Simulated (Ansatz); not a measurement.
# K27Cl26 (Sylvite): the cost of one run

Program: Ansatz 0.2.0. Level of theory: DFT, PBE, plane-wave PAW, default files, scalar-relativistic. These are calculated values, not measurements.

### 1 The system as given

The structure is cubic, space group Fm-3m (No. 225). The conventional cell has a = 18.879 Å, b = 18.879 Å, c = 18.879 Å, α = 90.00°, β = 90.00°, γ = 90.00°. K (site symmetry 3m) is surrounded by 6 Cl at 3.15 Å. K (site symmetry 4mm) has 5 Cl at 3.15 Å in its first shell of neighbours. K (site symmetry mm2) has 6 Cl at 3.15 Å in its first shell of neighbours. Around K (site symmetry m-3m) lie 6 Cl at 3.15 Å. Cl (site symmetry mm2) has 6 K at 3.15 Å in its first shell of neighbours. Cl (site symmetry 3m) has 6 K at 3.15 Å in its first shell of neighbours. Cl (site symmetry 4mm) has 6 K at 3.15 Å in its first shell of neighbours.

As a file:

```
K Cl
1.0
     0.00000    9.43941    9.43941
     9.43941    0.00000    9.43941
     9.43941    9.43941    0.00000
K Cl
27 26
Cartesian
  0.0000 0.0000 0.0000
  3.1465 3.1465 0.0000
  6.2929 6.2929 0.0000
  3.1465 0.0000 3.1465
  6.2929 3.1465 3.1465
  9.4394 6.2929 3.1465
  6.2929 0.0000 6.2929
  9.4394 3.1465 6.2929
  12.5859 6.2929 6.2929
  0.0000 3.1465 3.1465
  3.1465 6.2929 3.1465
  6.2929 9.4394 3.1465
  3.1465 3.1465 6.2929
  6.2929 6.2929 6.2929
  9.4394 9.4394 6.2929
  6.2929 3.1465 9.4394
  9.4394 6.2929 9.4394
  12.5859 9.4394 9.4394
  0.0000 6.2929 6.2929
  3.1465 9.4394 6.2929
  6.2929 12.5859 6.2929
  3.1465 6.2929 9.4394
  6.2929 9.4394 9.4394
  9.4394 12.5859 9.4394
  6.2929 6.2929 12.5859
  9.4394 9.4394 12.5859
  12.5859 12.5859 12.5859
  6.2929 6.2929 3.1465
  9.4394 9.4394 3.1465
  6.2929 3.1465 6.2929
  9.4394 6.2929 6.2929
  12.5859 9.4394 6.2929
  9.4394 3.1465 9.4394
  12.5859 6.2929 9.4394
  15.7323 9.4394 9.4394
  3.1465 6.2929 6.2929
  6.2929 9.4394 6.2929
  9.4394 12.5859 6.2929
  6.2929 6.2929 9.4394
  9.4394 9.4394 9.4394
  12.5859 12.5859 9.4394
  9.4394 6.2929 12.5859
  12.5859 9.4394 12.5859
  15.7323 12.5859 12.5859
  3.1465 9.4394 9.4394
  6.2929 12.5859 9.4394
  9.4394 15.7323 9.4394
  6.2929 9.4394 12.5859
  9.4394 12.5859 12.5859
  12.5859 15.7323 12.5859
  9.4394 9.4394 15.7323
  12.5859 12.5859 15.7323
  15.7323 15.7323 15.7323
```

The vacant site is at (0.167, 0.167, 0.167) in fractional coordinates of the input's cell.

### 2 Gradients at the starting positions

Contents of input.yaml:

```yaml
crystal:
  lattice:
    - [0.0, 9.43941, 9.43941]
    - [9.43941, 0.0, 9.43941]
    - [9.43941, 9.43941, 0.0]
  atoms:
    - { symbol: K, position: [0.0, 0.0, 0.0] }
    - { symbol: K, position: [0.0, 0.0, 0.3333333333] }
    - { symbol: K, position: [0.0, 0.0, 0.6666666667] }
    - { symbol: K, position: [0.0, 0.3333333333, 0.0] }
    - { symbol: K, position: [0.0, 0.3333333333, 0.3333333333] }
    - { symbol: K, position: [0.0, 0.3333333333, 0.6666666667] }
    - { symbol: K, position: [0.0, 0.6666666667, 0.0] }
    - { symbol: K, position: [0.0, 0.6666666667, 0.3333333333] }
    - { symbol: K, position: [0.0, 0.6666666667, 0.6666666667] }
    - { symbol: K, position: [0.3333333333, 0.0, 0.0] }
    - { symbol: K, position: [0.3333333333, 0.0, 0.3333333333] }
    - { symbol: K, position: [0.3333333333, 0.0, 0.6666666667] }
    - { symbol: K, position: [0.3333333333, 0.3333333333, 0.0] }
    - { symbol: K, position: [0.3333333333, 0.3333333333, 0.3333333333] }
    - { symbol: K, position: [0.3333333333, 0.3333333333, 0.6666666667] }
    - { symbol: K, position: [0.3333333333, 0.6666666667, 0.0] }
    - { symbol: K, position: [0.3333333333, 0.6666666667, 0.3333333333] }
    - { symbol: K, position: [0.3333333333, 0.6666666667, 0.6666666667] }
    - { symbol: K, position: [0.6666666667, 0.0, 0.0] }
    - { symbol: K, position: [0.6666666667, 0.0, 0.3333333333] }
    - { symbol: K, position: [0.6666666667, 0.0, 0.6666666667] }
    - { symbol: K, position: [0.6666666667, 0.3333333333, 0.0] }
    - { symbol: K, position: [0.6666666667, 0.3333333333, 0.3333333333] }
    - { symbol: K, position: [0.6666666667, 0.3333333333, 0.6666666667] }
    - { symbol: K, position: [0.6666666667, 0.6666666667, 0.0] }
    - { symbol: K, position: [0.6666666667, 0.6666666667, 0.3333333333] }
    - { symbol: K, position: [0.6666666667, 0.6666666667, 0.6666666667] }
    - { symbol: Cl, position: [0.1666666667, 0.1666666667, 0.5] }
    - { symbol: Cl, position: [0.1666666667, 0.1666666667, 0.8333333333] }
    - { symbol: Cl, position: [0.1666666667, 0.5, 0.1666666667] }
    - { symbol: Cl, position: [0.1666666667, 0.5, 0.5] }
    - { symbol: Cl, position: [0.1666666667, 0.5, 0.8333333333] }
    - { symbol: Cl, position: [0.1666666667, 0.8333333333, 0.1666666667] }
    - { symbol: Cl, position: [0.1666666667, 0.8333333333, 0.5] }
    - { symbol: Cl, position: [0.1666666667, 0.8333333333, 0.8333333333] }
    - { symbol: Cl, position: [0.5, 0.1666666667, 0.1666666667] }
    - { symbol: Cl, position: [0.5, 0.1666666667, 0.5] }
    - { symbol: Cl, position: [0.5, 0.1666666667, 0.8333333333] }
    - { symbol: Cl, position: [0.5, 0.5, 0.1666666667] }
    - { symbol: Cl, position: [0.5, 0.5, 0.5] }
    - { symbol: Cl, position: [0.5, 0.5, 0.8333333333] }
    - { symbol: Cl, position: [0.5, 0.8333333333, 0.1666666667] }
    - { symbol: Cl, position: [0.5, 0.8333333333, 0.5] }
    - { symbol: Cl, position: [0.5, 0.8333333333, 0.8333333333] }
    - { symbol: Cl, position: [0.8333333333, 0.1666666667, 0.1666666667] }
    - { symbol: Cl, position: [0.8333333333, 0.1666666667, 0.5] }
    - { symbol: Cl, position: [0.8333333333, 0.1666666667, 0.8333333333] }
    - { symbol: Cl, position: [0.8333333333, 0.5, 0.1666666667] }
    - { symbol: Cl, position: [0.8333333333, 0.5, 0.5] }
    - { symbol: Cl, position: [0.8333333333, 0.5, 0.8333333333] }
    - { symbol: Cl, position: [0.8333333333, 0.8333333333, 0.1666666667] }
    - { symbol: Cl, position: [0.8333333333, 0.8333333333, 0.5] }
    - { symbol: Cl, position: [0.8333333333, 0.8333333333, 0.8333333333] }
total_charge: 1
kpoints:
  mp_grid: { grid: [2, 2, 2] }
scf:
  occupations: { method: fermi_dirac, width: 0.01 }
hamiltonian:
  xc: pbe
  pseudopotentials: { kind: paw }
output:
  forces: true
  stress: true
  populations: true
  efg:
    quadrupole_moments_barn: { K: 0.0603, Cl: -0.08112 }
    contact_densities: true
```

The run is started by

```sh
$ ansatz run input.yaml --threads 4 --pin off --max-ram 8192MiB --backend cpu --events-out ev --progress --plain --runs-dir out
```

Q: Estimate wall time and peak memory on 4 threads of Arm Neoverse N1, shared host.

About 72 s, with a peak of 5.7 GiB.
